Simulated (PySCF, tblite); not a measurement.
**CH10FNSi3: geometry, infrared bands and NMR shifts**

What infrared bands and NMR shifts should CH10FNSi3 (`C[Si@H](N)[SiH2][SiH2]F`) show?

The runs use tblite 0.8.0 and PySCF 2.14.0, with density-fitted response routines of our own; the level of theory stands in each step. All values are computed, except where a source is named. Atoms count from 0, in the outputs and in this text.

## 1. The molecule as given

16 atoms, charge 0, multiplicity 1; geometry from: force field or distance geometry start.

Bonds of the start (Å): C0–Si1 1.86, Si1–N2 1.81, Si1–Si3 2.23, Si3–Si4 2.23, Si4–F5 1.68, C0–H6 1.12, C0–H7 1.10, C0–H8 1.12, Si1–H9 1.47, N2–H10 1.06, N2–H11 1.04, Si3–H12 1.45, Si3–H13 1.49, Si4–H14 1.47, Si4–H15 1.48.

## 2. Relaxing the molecule with GFN2-xTB

Job settings and geometry (Å):

```
{"job": {"kind": "relax", "xc": "GFN2-xTB", "basis": "xTB"}, "charge": 0, "multiplicity": 1}
C     -1.407800     1.264900    -0.579000
Si    -1.134400    -0.544300    -0.227000
N     -1.563500    -0.846900     1.502600
Si     0.967700    -1.165500    -0.628700
Si     2.467300     0.284900     0.146000
F      1.942700     1.842100    -0.223000
H     -2.480600     1.475300    -0.835700
H     -0.758200     1.646400    -1.385000
H     -1.195600     1.849600     0.348700
H     -2.026800    -1.286300    -1.134000
H     -2.550800    -0.500800     1.698900
H     -0.960200    -0.287700     2.145800
H      1.173300    -1.424800    -2.042000
H      1.176400    -2.445300     0.108100
H      2.596300     0.184500     1.608300
H      3.746300    -0.037200    -0.515400
```

Started as:

```sh
> OMP_NUM_THREADS=1 python probes_run.py task.json out
```

This one command runs all jobs of the session in turn.

**Question.** This job is followed by: GFN2-xTB harmonic vibrations, gas phase; GIAO PBE0/pcSseg-1 NMR shielding, non-relativistic, gas phase. What will the session give for the following? strongest single infrared mode (GFN2-xTB); zero-point energy (GFN2-xTB); 13C shifts against TMS (PBE0/pcSseg-1); 1H shifts against TMS (PBE0/pcSseg-1, means over atoms taken as alike); 29Si shifts against TMS (PBE0/pcSseg-1); 15N shifts against NH3 (PBE0/pcSseg-1); 19F shifts against CFCl3 (PBE0/pcSseg-1); surface potential, 1st and 99th percentile.

The runs gave:

```
                                                              quantity                                         value
                             strongest single infrared mode (GFN2-xTB)                         2245 cm⁻¹, 488 km/mol
                                          zero-point energy (GFN2-xTB)                                 66.4 kcal/mol
                                13C shifts against TMS (PBE0/pcSseg-1)                                       8.2 ppm
1H shifts against TMS (PBE0/pcSseg-1, means over atoms taken as alike)  5.94, 5.89, 5.31, 3.25, 3.12, 0.46, 0.32 ppm
                               29Si shifts against TMS (PBE0/pcSseg-1)                       21.5, -21.1, -132.8 ppm
                                15N shifts against NH3 (PBE0/pcSseg-1)                                      17.1 ppm
                              19F shifts against CFCl3 (PBE0/pcSseg-1)                                    -260.5 ppm
                                 surface potential, 1st and 99th percentile                            -1.11 V and 1.53 V
```

**Reading.** Relaxing lowered the energy by 0.727 eV in 197 steps; the close pair that moved most is Si1–Si3, from 2.228 to 2.323 Å. No mode is imaginary among the 42: a minimum at this level. The strongest single mode, at 2245 cm⁻¹, moves mainly H15 and H14. Unscaled tight-binding wavenumbers are off by several per cent, some by more. Its intensities can rank the bands wrongly. At PBE0/pcSseg-1: The largest span, 208 ppm, is at Si4, where the paramagnetic term is -550 ppm. By nearest atom (PBE0/pcSseg-1), the HOMO sits on N2 55 %; C0 12 % and the LUMO on Si4 23 %; Si3 14 %.
